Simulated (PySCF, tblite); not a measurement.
# C7H9NOSi: geometry, infrared bands and NMR shifts

What infrared bands and NMR shifts should C7H9NOSi (`C/C(C=O)=C/C=C/[SiH2]C#N`) show?

Programs: tblite 0.8.0 and PySCF 2.14.0, with density-fitted response routines of our own. Each step states its level of theory. These are calculated values for one molecule in the gas phase, unless marked as measured. Atoms count from 0, in the outputs and in this text.

### 1 The molecule as given

19 atoms, charge 0, multiplicity 1; geometry from: force field or distance geometry start.

Bonds of the start (Å): C0–C1 1.50, C1–C2 1.43, C2–O3 1.25, C1–C4 1.32, C4–C5 1.45, C5–C6 1.34, C6–Si7 1.85, Si7–C8 1.82, C8–N9 1.15, C0–H10 1.12, C0–H11 1.12, C0–H12 1.09, C2–H13 1.09, C4–H14 1.09, C5–H15 1.06, C6–H16 1.09, Si7–H17 1.48, Si7–H18 1.48.

### 2 Optimising the geometry with GFN2-xTB

What the job is given:

```
{"job": {"kind": "relax", "xc": "GFN2-xTB", "basis": "xTB"}, "charge": 0, "multiplicity": 1}
C     -3.124900    -0.779100     0.578000
C     -1.981700    -0.047000    -0.071400
C     -2.262500     0.997700    -1.001700
O     -1.457500     1.714300    -1.639100
C     -0.781900    -0.447800     0.306500
C      0.420900     0.151000    -0.230200
C      1.576800    -0.342100     0.220600
Si     3.197100     0.337600    -0.367300
C      4.536300     0.014900     0.816300
N      5.394100    -0.175600     1.562600
H     -3.276300    -0.277000     1.563200
H     -4.009700    -0.539400    -0.057100
H     -2.958800    -1.852300     0.645100
H     -3.319900     1.201900    -1.194700
H     -0.696000    -1.255600     1.033400
H      0.499700     0.945800    -0.923900
H      1.629300    -1.147100     0.948000
H      3.013900     1.790900    -0.540500
H      3.591200    -0.281800    -1.655000
```

Launch:

```bash
OMP_NUM_THREADS=1 python probes_run.py task.json out
```

The driver reads the jobs from task.json and runs them one after another.

**Question.** This job is followed by: GFN2-xTB harmonic vibrations, gas phase; GIAO PBE0/pcSseg-1 NMR shielding, non-relativistic, gas phase. What will the session give for the following? strongest single infrared mode (GFN2-xTB); zero-point energy (GFN2-xTB); ¹³C shifts against TMS (PBE0/pcSseg-1); ¹H shifts against TMS (PBE0/pcSseg-1, means over atoms taken as alike); ¹⁷O shifts against H2O (PBE0/pcSseg-1); ²⁹Si shifts against TMS (PBE0/pcSseg-1); ¹⁵N shifts against NH3 (PBE0/pcSseg-1).

The runs gave:

```
                                                              quantity                                               value
                             strongest single infrared mode (GFN2-xTB)                               2243 cm⁻¹, 310 km/mol
                                          zero-point energy (GFN2-xTB)                                       84.3 kcal/mol
                                ¹³C shifts against TMS (PBE0/pcSseg-1)  199.7, 156.2, 149.6, 139.6, 137.6, 123.5, 25.4 ppm
¹H shifts against TMS (PBE0/pcSseg-1, means over atoms taken as alike)             10.07, 9.00, 6.61, 6.28, 4.80, 2.28 ppm
                                ¹⁷O shifts against H2O (PBE0/pcSseg-1)                                           706.6 ppm
                               ²⁹Si shifts against TMS (PBE0/pcSseg-1)                                           -75.3 ppm
                                ¹⁵N shifts against NH3 (PBE0/pcSseg-1)                                           364.7 ppm
```

In words: The optimisation took 103 steps and gained 0.540 eV; among the close pairs (by a distance rule), Si7–C8 changed most, from 1.816 to 1.872 Å. No mode is imaginary among the 51: a minimum at this level. The strongest single mode, at 2243 cm⁻¹, moves mainly H18. GFN2-xTB is a fitted tight-binding method: band positions and strengths are rough. Its intensities can rank the bands wrongly. C2 (aldehyde carbonyl carbon) lies farthest downfield among carbon, at 199.7 ppm; low-lying n→π* states of the double bond to the heteroatom give a large paramagnetic term (-255 ppm). The most deshielded hydrogen is H13 (hydrogen on an aldehyde carbonyl carbon), at 10.07 ppm: deshielded by the polar, anisotropic C=O bond. At PBE0/pcSseg-1: The widest tensor belongs to O3: span 1428 ppm, with a paramagnetic part of -778 ppm.
